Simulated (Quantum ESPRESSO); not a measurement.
The system is HfB.

```
CELL_PARAMETERS angstrom
0.00000 2.31000 2.31000
2.31000 0.00000 2.31000
2.31000 2.31000 0.00000
ATOMIC_POSITIONS crystal
Hf 0.50000 0.50000 0.50000
B 0.00000 0.00000 0.00000
```

| Item | Value |
| --- | --- |
| Program | Quantum ESPRESSO 7.5 |
| Task | phonons |
| Functional | revPBE |
| Potentials or basis | GBRV 1.5 PBE |
| Cutoff | 612 eV |
| Density cutoff | 4898 eV |
| k mesh | 10 × 10 × 10 |
| Occupations | cold, width 0.2 eV |
| Spin | no spin polarisation |
| Mixing beta | 0.5 |
| Most SCF iterations | 120 |
| SCF threshold | 4e-10 Ry |

The cell and the atoms were relaxed first, to 14.32 Å³/atom (a = 3.434 Å, b = 3.434 Å, c = 3.434 Å, α = 60.00°, β = 60.00°, γ = 60.00°), and the response was taken there.

Question: Where do the zone-centre optical modes lie?

Answer: T1u at 446 cm⁻¹ (IR).

Optical modes at Γ, degenerate ones joined:
| cm⁻¹ | components | symmetry | active in |
| --- | --- | --- | --- |
| 446 | 3 | T1u | IR |

Caveat: the potentials were made for another functional, which shifts forces and pressure; the volume moved by over 15 % at a fixed basis, so the end points are rough.
